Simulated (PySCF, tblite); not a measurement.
# C3H11BGeS2: geometry, infrared bands and NMR shifts

Aim: predict the infrared bands and NMR shifts of C3H11BGeS2 (`B[CH2][GeH2][S]CSC`).

Computed with tblite 0.8.0 and PySCF 2.14.0, with density-fitted response routines of our own, on a single molecule in the gas phase. Atoms count from 0, in the outputs and in this text.

### 1 The starting structure

18 atoms, charge 0, multiplicity 1; geometry from: force field or distance geometry start.

Bonds of the start (Å): B0–C1 1.59, C1–Ge2 1.97, Ge2–S3 2.21, S3–C4 1.80, C4–S5 1.81, S5–C6 1.81, B0–H7 1.18, B0–H8 1.19, C1–H9 1.10, C1–H10 1.12, Ge2–H11 1.56, Ge2–H12 1.55, C4–H13 1.10, C4–H14 1.11, C6–H15 1.12, C6–H16 1.12, C6–H17 1.11.

### 2 Relaxing the molecule with GFN2-xTB

Job settings and geometry (Å):

```
{"job": {"kind": "relax", "xc": "GFN2-xTB", "basis": "xTB"}, "charge": 0, "multiplicity": 1}
B     -2.329000     1.897700    -0.243800
C     -2.970900     0.446000    -0.112400
Ge    -1.614800    -0.773500    -0.850300
S      0.163900    -0.501500     0.433500
C      1.474400    -1.683900     0.071100
S      2.700800    -1.035400    -1.091800
C      3.412100     0.546600    -0.578700
H     -2.947400     2.883800    -0.061300
H     -1.168000     1.993600    -0.475000
H     -3.932900     0.363200    -0.638500
H     -3.075800     0.228500     0.983600
H     -2.129700    -2.245500    -0.853400
H     -1.379200    -0.250600    -2.294200
H      1.093000    -2.637200    -0.329200
H      1.966600    -1.917100     1.037700
H      4.026400     0.474900     0.349100
H      2.614900     1.328800    -0.492100
H      4.086900     0.888100    -1.395300
```

Run with:

```sh
OMP_NUM_THREADS=1 python probes_run.py task.json out
```

This one command runs all jobs of the session in turn.

**Question.** This job is followed by: GFN2-xTB harmonic vibrations, gas phase; GIAO PBE0/pcSseg-1 NMR shielding, non-relativistic, gas phase. What will the session give for the following? strongest single infrared mode (GFN2-xTB); zero-point energy (GFN2-xTB); ¹³C shifts against TMS (PBE0/pcSseg-1); ¹H shifts against TMS (PBE0/pcSseg-1, means over atoms taken as alike); ¹¹B shifts against BF3·OEt2 (PBE0/pcSseg-1); ⁷³Ge shifts against GeMe4 (PBE0/pcSseg-1); ³³S shifts against CS2 (PBE0/pcSseg-1).

**Answer**, as computed:

| quantity | value |
| --- | --- |
| strongest single infrared mode (GFN2-xTB) | 1905 cm⁻¹, 417 km/mol |
| zero-point energy (GFN2-xTB) | 79.8 kcal/mol |
| ¹³C shifts against TMS (PBE0/pcSseg-1) | 45.2, 29.3, 16.8 ppm |
| ¹H shifts against TMS (PBE0/pcSseg-1, means over atoms taken as alike) | 7.53, 5.07, 3.62, 2.29, 2.12 ppm |
| ¹¹B shifts against BF3·OEt2 (PBE0/pcSseg-1) | 81.5 ppm |
| ⁷³Ge shifts against GeMe4 (PBE0/pcSseg-1) | -108 ppm |
| ³³S shifts against CS2 (PBE0/pcSseg-1) | -15, -129 ppm |

What this shows: Over 224 steps the energy fell by 0.788 eV; of the close pairs, B0–C1 changed most, 1.593 to 1.549 Å. No mode is imaginary among the 48: a minimum at this level. The strongest single mode, at 1905 cm⁻¹, moves mainly H12. Unscaled tight-binding wavenumbers are off by several per cent, some by more. Its intensities can rank the bands wrongly. At PBE0/pcSseg-1: Shielding is most anisotropic at S3 (span 542 ppm, paramagnetic term -426 ppm). Spin-orbit coupling is left out, which matters for shieldings and couplings at and beside the heavy atoms.
